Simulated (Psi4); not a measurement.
# One shape, several levels: CH5FOSi (SMILES CO[SiH2]F)

Aim: a comparison of 5 runs (BHLYP/def2-SVP, DSD-PBEP86/def2-SVP, M06-2X/def2-SVP, wB97X/def2-SVP, MP3/def2-SVP) of CH5FOSi. 

The calculation is run with Psi4 1.11.

7 further runs of the same task are left out: 7 that didn't finish. Runs told in other sessions of the task aren't counted.

### 1 The structure to begin with

CH5FOSi has 9 atoms, charge 0, and is taken as a singlet. As SMILES, `CO[SiH2]F`. One bond was lengthened or shortened from a relaxed shape.

Bond lengths: C1–O2 1.412 Å, O2–Si3 2.109 Å, Si3–F4 1.598 Å, C1–H5 1.094 Å, C1–H6 1.091 Å, C1–H7 1.096 Å, Si3–H8 1.474 Å, Si3–H9 1.483 Å. Some angles: C1–O2–Si3 125.2°, O2–Si3–F4 111.1°, O2–C1–H5 110.6°, O2–C1–H6 108.3°, O2–C1–H7 111.7°, O2–Si3–H8 106.8°, O2–Si3–H9 110.6°, F4–Si3–H8 108.2°, F4–Si3–H9 105.9°, H5–C1–H6 108.8°.

### 2 Energy and forces at BHLYP/def2-SVP (run 1)

run.py reads:

```python
import psi4

psi4.set_memory(2200000000)
psi4.set_num_threads(1)
psi4.set_output_file('psi4.out', False)

m = psi4.geometry("""
0 1
C     -0.553946     1.469745    -0.933766
O     -1.017346     0.254845    -0.383366
Si     0.168900    -1.127700     0.679900
F      1.202000    -1.865200    -0.290100
H     -0.084146     1.298045    -1.906166
H     -1.409646     2.132645    -1.068366
H      0.169654     1.962545    -0.274366
H     -0.748200    -2.141700     1.231900
H      0.992400    -0.434200     1.700300
symmetry c1
""")

psi4.set_options({
    'basis': 'def2-SVP',
    'puream': True,
    'e_convergence': 1e-09,
    'd_convergence': 1e-08,
    'scf_type': 'pk',
    'dft_radial_points': 99,
    'dft_spherical_points': 590,
})

energy_value, wavefunction = psi4.gradient('BHHLYP', return_wfn=True)
psi4.oeprop(wavefunction, 'LOWDIN_CHARGES', 'WIBERG_LOWDIN_INDICES', 'QUADRUPOLE')
print('gradient / Eh bohr^-1')
print(energy_value.np.round(6))
print(f'energy = {wavefunction.energy():.10f} Eh')
```

Started as:

```console
python run.py
```

psi4.out:

```text
[...]
  Running in c1 symmetry.
[...]
  Nuclear repulsion =  166.625857102201280
[...]
  Multiplicity = 1
[...]
  Nalpha       = 21
  Nbeta        = 21
[...]
    Number of basis functions: 85
[...]
   @RKS iter   1:  -505.15863608110459   -8.54042e-01   7.20403e-03 ADIIS/DIIS
[...]
   @RKS iter  12:  -505.32787683630892   -3.52429e-12   2.70629e-09 DIIS
[...]
  @RKS Final Energy:  -505.32787683630892
   => Energetics <=
    Nuclear Repulsion Energy =            166.6258571022012802
    One-Electron Energy =               -1029.4492856574197504
    Two-Electron Energy =                 381.8579314178882669
    DFT Exchange-Correlation Energy =     -24.3623796989787067
    Empirical Dispersion Energy =           0.0000000000000000
    VV10 Nonlocal Energy =                  0.0000000000000000
    Total Energy =                       -505.3278768363089171
[...]
  -Total Gradient:
     Atom            X                  Y                   Z
    ------   -----------------  -----------------  -----------------
       1       -0.005600439554     0.023779997589    -0.012428451044
       2       -0.048317070586     0.058219872109    -0.046103155870
       3        0.046033839530    -0.064617977838     0.039179829416
       4        0.000387592215    -0.000428658641     0.006080501426
       5       -0.001906544490    -0.003137531784     0.002804259370
       6        0.002386019479    -0.001275603756    -0.000011650404
       7       -0.001007917646    -0.004595401157     0.001543001378
       8        0.002131104517    -0.006173860721     0.004436131696
       9        0.005876079248    -0.001764622846     0.004521127829
[...]
```

On the terminal:

```text
gradient / Eh bohr^-1
[[-5.6000e-03  2.3780e-02 -1.2428e-02]
 [-4.8317e-02  5.8220e-02 -4.6103e-02]
 [ 4.6034e-02 -6.4618e-02  3.9180e-02]
 [ 3.8800e-04 -4.2900e-04  6.0810e-03]
 [-1.9070e-03 -3.1380e-03  2.8040e-03]
 [ 2.3860e-03 -1.2760e-03 -1.2000e-05]
 [-1.0080e-03 -4.5950e-03  1.5430e-03]
 [ 2.1310e-03 -6.1740e-03  4.4360e-03]
 [ 5.8760e-03 -1.7650e-03  4.5210e-03]]
energy = -505.3278768363 Eh
```

Wall time 21 s (1 thread of Intel Xeon Platinum 8259CL at 2.50GHz (Skylake/Cascade Lake), shared host); peak memory 1.2 GiB.

### 3 A single-point energy at DSD-PBEP86/def2-SVP (density fitting for correlation) (run 2)

ch5fosi.xyz reads:

```xyz
9
CH5FOSi
C     -0.553946     1.469745    -0.933766
O     -1.017346     0.254845    -0.383366
Si     0.168900    -1.127700     0.679900
F      1.202000    -1.865200    -0.290100
H     -0.084146     1.298045    -1.906166
H     -1.409646     2.132645    -1.068366
H      0.169654     1.962545    -0.274366
H     -0.748200    -2.141700     1.231900
H      0.992400    -0.434200     1.700300
```

calc.py reads:

```python
import psi4

psi4.set_memory('2200 MB')
psi4.set_num_threads(1)
psi4.set_output_file('ch5fosi.out', False)

with open('ch5fosi.xyz') as f:
    atoms = ''.join(f.readlines()[2:])
geom = psi4.geometry('0 1\n' + atoms + 'symmetry c1')

options = {'basis': 'def2-SVP', 'puream': True, 'e_convergence': 1e-09, 'd_convergence': 1e-08, 'scf_type': 'pk', 'dft_radial_points': 99, 'dft_spherical_points': 590, 'num_frozen_docc': 8}
psi4.set_options(options)

E = psi4.energy('dsd-pbep86', molecule=geom)
print(f'total energy {E:.8f} hartree = {E * 27.211386:.5f} eV')
```

Started as:

```console
python calc.py
```

ch5fosi.out:

```text
[...]
  Running in c1 symmetry.
[...]
  Nuclear repulsion =  166.625857102201280
[...]
  Multiplicity = 1
[...]
  Nalpha       = 21
  Nbeta        = 21
[...]
    Number of basis functions: 85
[...]
   @RKS iter   1:  -504.29226522921391   -1.01511e+00   6.14112e-03 ADIIS/DIIS
[...]
   @RKS iter  12:  -504.41938294460255   -3.35376e-12   2.84055e-09 DIIS
[...]
  @RKS Final Energy:  -504.41938294460255
   => Energetics <=
    Nuclear Repulsion Energy =            166.6258571022012802
    One-Electron Energy =               -1029.1899070947804375
    Two-Electron Energy =                 371.5639567829583712
    DFT Exchange-Correlation Energy =     -13.4192897349817741
    Empirical Dispersion Energy =           0.0000000000000000
    VV10 Nonlocal Energy =                  0.0000000000000000
    Total Energy =                       -504.4193829446025461
[...]
 Multipole Moments:
 ------------------------------------------------------------------------------------
     Multipole            Electronic (a.u.)      Nuclear  (a.u.)        Total (a.u.)
 ------------------------------------------------------------------------------------
 L = 1.  Multiply by 2.5417464519 to convert [e a0] to [Debye]
 Dipole X            :          2.6734922           -2.3149822            0.3585100
 Dipole Y            :         -6.3539822            6.3770813            0.0230991
 Dipole Z            :          0.5066226            0.1851508            0.6917733
 Magnitude           :                                                    0.7794956
[...]
```

The script printed:

```text
total energy -504.74777705 hartree = -13734.88659 eV
```

It took 16 s on 1 thread of Intel Xeon Platinum 8259CL at 2.50GHz (Skylake/Cascade Lake), shared host; peak memory 1.2 GiB.

Run 3 isn't shown in full; the table further down has it.

### 4 Energy and forces at wB97X/def2-SVP (run 4)

run_ase.py reads:

```python
import numpy as np
from ase.calculators.psi4 import Psi4
from ase import Atoms

mol = Atoms(['C', 'O', 'Si', 'F', 'H', 'H', 'H', 'H', 'H'], positions=[
    [-0.553946, 1.469745, -0.933766],
    [-1.017346, 0.254845, -0.383366],
    [0.168900, -1.127700, 0.679900],
    [1.202000, -1.865200, -0.290100],
    [-0.084146, 1.298045, -1.906166],
    [-1.409646, 2.132645, -1.068366],
    [0.169654, 1.962545, -0.274366],
    [-0.748200, -2.141700, 1.231900],
    [0.992400, -0.434200, 1.700300],
])
calc = Psi4(atoms=mol, method='wb97x', basis='def2-SVP', memory='2200MB', num_threads=1, charge=0, multiplicity=1, label='ch5fosi')
calc.psi4.set_options({'puream': True, 'e_convergence': 1e-09, 'd_convergence': 1e-08, 'scf_type': 'pk', 'dft_radial_points': 99, 'dft_spherical_points': 590})
mol.calc = calc

forces = mol.get_forces()
print(f'energy: {mol.get_potential_energy():.6f} eV')
print('forces / eV A^-1')
print(np.round(forces, 5))
```

Started as:

```console
python run_ase.py
```

ch5fosi.dat:

```text
[...]
  Running in c1 symmetry.
[...]
  Nuclear repulsion =  166.625857102201280
[...]
  Multiplicity = 1
[...]
  Nalpha       = 21
  Nbeta        = 21
[...]
    Number of basis functions: 85
[...]
   @RKS iter   1:  -505.20762481671170   -9.37800e-01   7.14151e-03 DIIS/ADIIS
[...]
   @RKS iter  12:  -505.37272302905654   -4.14957e-12   4.35797e-09 DIIS
[...]
  @RKS Final Energy:  -505.37272302905654
   => Energetics <=
    Nuclear Repulsion Energy =            166.6258571022012802
    One-Electron Energy =               -1029.3822376082903247
    Two-Electron Energy =                 391.7307650758332329
    DFT Exchange-Correlation Energy =     -34.3471075988007328
    Empirical Dispersion Energy =           0.0000000000000000
    VV10 Nonlocal Energy =                  0.0000000000000000
    Total Energy =                       -505.3727230290565444
[...]
  -Total Gradient:
     Atom            X                  Y                   Z
    ------   -----------------  -----------------  -----------------
       1       -0.006087449846     0.023991197490    -0.012817890522
       2       -0.042876915919     0.061406919910    -0.046570578423
       3        0.048529059649    -0.067583270396     0.037618122433
       4       -0.005375524612     0.003848574381     0.011036707789
       5       -0.004302740310    -0.002604799651     0.007749076747
       6        0.006304740062    -0.004552576749     0.000690583845
       7       -0.004775138399    -0.007222829511    -0.001693854909
       8        0.004871962412    -0.003380199420     0.002702659217
       9        0.003461227050    -0.003695246151     0.001354535005
[...]
```

On the terminal:

```text
energy: -13751.892253 eV
forces / eV A^-1
[[ 0.31303 -1.23368  0.65912]
 [ 2.20482 -3.15767  2.39476]
 [-2.49546  3.47527 -1.9344 ]
 [ 0.27642 -0.1979  -0.56753]
 [ 0.22126  0.13394 -0.39847]
 [-0.3242   0.2341  -0.03551]
 [ 0.24555  0.37141  0.0871 ]
 [-0.25053  0.17382 -0.13898]
 [-0.17798  0.19002 -0.06965]]
```

It took 30 s on 1 thread of Intel Xeon Platinum 8259CL at 2.50GHz (Skylake/Cascade Lake), shared host; peak memory 1.3 GiB.

### 5 A single-point energy at MP3/def2-SVP (run 5)

ch5fosi.xyz is that of step 3.

calc.py reads:

```python
import psi4

psi4.set_memory('2200 MB')
psi4.set_num_threads(1)
psi4.core.set_output_file('ch5fosi.out', False)

with open('ch5fosi.xyz') as f:
    atoms = ''.join(f.readlines()[2:])
molecule = psi4.geometry('0 1\n' + atoms + 'symmetry c1\nno_reorient\nno_com')

psi4.set_options({
    'basis': 'def2-SVP',
    'puream': True,
    'e_convergence': 1e-09,
    'd_convergence': 1e-08,
    'scf_type': 'pk',
    'num_frozen_docc': 8,
    'mp_type': 'conv',
})

e, wfn = psi4.energy('mp3', return_wfn=True)
print(f'total energy {e:.8f} hartree = {e * 27.211386:.5f} eV')
```

Started as:

```console
python calc.py
```

ch5fosi.out:

```text
[...]
  Running in c1 symmetry.
[...]
  Nuclear repulsion =  166.625857102201280
[...]
  Multiplicity = 1
[...]
  Nalpha       = 21
  Nbeta        = 21
[...]
    Number of basis functions: 85
[...]
   @RHF iter   1:  -503.65067062484923   -1.20781e+00   5.66247e-03 DIIS/ADIIS
[...]
   @RHF iter  12:  -503.76788174242279   -9.15179e-12   5.74021e-09 DIIS
[...]
  @RHF Final Energy:  -503.76788174242279
   => Energetics <=
    Nuclear Repulsion Energy =            166.6258571022012802
    One-Electron Energy =               -1029.0259086118833238
    Two-Electron Energy =                 358.6321697672592563
    Total Energy =                       -503.7678817424227873
[...]
 Multipole Moments:
 ------------------------------------------------------------------------------------
     Multipole            Electronic (a.u.)      Nuclear  (a.u.)        Total (a.u.)
 ------------------------------------------------------------------------------------
 L = 1.  Multiply by 2.5417464519 to convert [e a0] to [Debye]
 Dipole X            :         -0.8274898            1.2098367            0.3823469
 Dipole Y            :         35.7312960          -35.7158899            0.0154061
 Dipole Z            :          4.6648918           -3.9278373            0.7370545
 Magnitude           :                                                    0.8304673
[...]
	SCS-MP2 Total Energy (a.u.)        :  -504.38171266796422
	SOS-MP2 Total Energy (a.u.)        :  -504.37898383207028
[...]
	SOS-PI-MP2 Total Energy (a.u.)     :  -504.42599168512010
[...]
	MP2 Total Energy (a.u.)            :  -504.38717033975200
[...]
	SCS-MP3 Total Energy (a.u.)        :  -504.38707138186294
[...]
	MP3 Total Energy (a.u.)            :  -504.40860519534675
[...]
```

Standard output:

```text
total energy -504.40860520 hartree = -13725.65726 eV
```

Run time: 8.1 s. Hardware: 1 thread of Intel Xeon Platinum 8259CL at 2.50GHz (Skylake/Cascade Lake), shared host; peak memory 0.5 GiB.

### 6 Overview of the runs

```
run                                                  level      task  frozen core orbitals  energy (Eh)  dipole moment (D)  HOMO energy (eV)  LUMO energy (eV)  wall time
  1                                         BHLYP/def2-SVP  gradient                     0  -505.327877               1.87             -8.71              0.55       21 s
  2  DSD-PBEP86/def2-SVP (density fitting for correlation)    energy                     8  -504.747777                  –             -9.85              1.76       16 s
  3                                        M06-2X/def2-SVP  gradient                     0  -505.323191               1.83             -8.72              0.49       47 s
  4                                         wB97X/def2-SVP  gradient                     0  -505.372723               1.80             -9.56              1.72       30 s
  5                                           MP3/def2-SVP    energy                     8  -504.408605                  –            -11.33              3.31      8.1 s
```

### 7 Results

| quantity | value |
| --- | --- |
| run 5: total energy | -504.40861 Eh |
| run 5: HOMO energy (Hartree–Fock orbitals) | -11.33 eV |
| run 5: LUMO energy (Hartree–Fock orbitals) | 3.31 eV |
| run 5: HOMO–LUMO gap (Hartree–Fock orbitals) | 14.64 eV |
| run 5: correlation energy (8 core orbitals frozen) | -640.7 mEh |

What this shows: Over runs 1, 3, 4 the dipole moment (its size) runs from 1.80 D (wB97X/def2-SVP) to 1.87 D (BHLYP/def2-SVP). Over runs 1, 2, 3, 4 the HOMO–LUMO gap runs from 9.21 eV (M06-2X/def2-SVP) to 11.60 eV (DSD-PBEP86/def2-SVP). A double hybrid's value is that of its SCF part. Totals of different functionals can't be ranked against each other. All runs together took 2 min, the longest 47 s.
